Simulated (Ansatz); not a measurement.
Hf2Pd2Se2Br2O3 in Ansatz: the effect of Hubbard term

Hf2Pd2Se2Br2O3:

```
Hf Pd Se Br O
1.0
     5.75899    0.00000    0.00000
    -2.87949    4.98743    0.00000
     0.00000    0.00000    8.52547
Hf Pd Se Br O
2 2 2 2 3
Direct
  0.33333 0.66667 0.54201
  0.66667 0.33333 0.54201
  0.33333 0.66667 0.12880
  0.66667 0.33333 0.12880
  0.33333 0.66667 0.85572
  0.66667 0.33333 0.85572
  0.00000 0.00000 0.13895
  0.00000 0.00000 0.65384
  0.50000 0.00000 0.42963
  0.00000 0.50000 0.42963
  0.50000 0.50000 0.42963
```

The cell was built by a generator and needn't be a form met in nature.

Alike in all runs:

| Property | Result |
| --- | --- |
| Program | Ansatz 0.2.0 |
| Task | projected density of states |
| Functional | PBE |
| Potentials or basis | Ansatz PAW |
| Cutoff | 420 eV (not typed: the program's choice for these potentials) |
| k mesh | 6 × 6 × 3 |
| Occupations | fermi-dirac, width 0.05 eV |
| Spin | no spin polarisation |
| Hubbard projectors | ortho-atomic (the default) |
| Double counting | fll (the default) |

```csv
Hubbard term,pressure (GPa),largest force (eV/Å)
"Hf d U = 2 eV, Pd d U = 2 eV",0.7,0.28
"Hf d U = 4 eV, Pd d U = 4 eV",1.7,0.52
"Hf d U = 6 eV, Pd d U = 6 eV",?,?
"Hf d U = 8 eV, Pd d U = 8 eV",4.2,1.07
```

**Question.** What does the run with Hubbard term Hf d U = 6 eV, Pd d U = 6 eV give?

**Answer.** Pressure 2.9 GPa; largest force 0.79 eV/Å.

Worked out: A straight line through the other rows of the pressure, of slope 0.589 GPa per eV, gives 3.0 GPa, against the run's 2.9. A straight line through the other rows of the largest force, of slope 0.133 eV/Å per eV, gives 0.80 eV/Å, against the run's 0.79.

Caveats: U without spin polarisation on a metal has little footing; forces of over 1 eV/Å show positions far from the minimum, so gaps and moduli don't describe the material at rest (some runs).
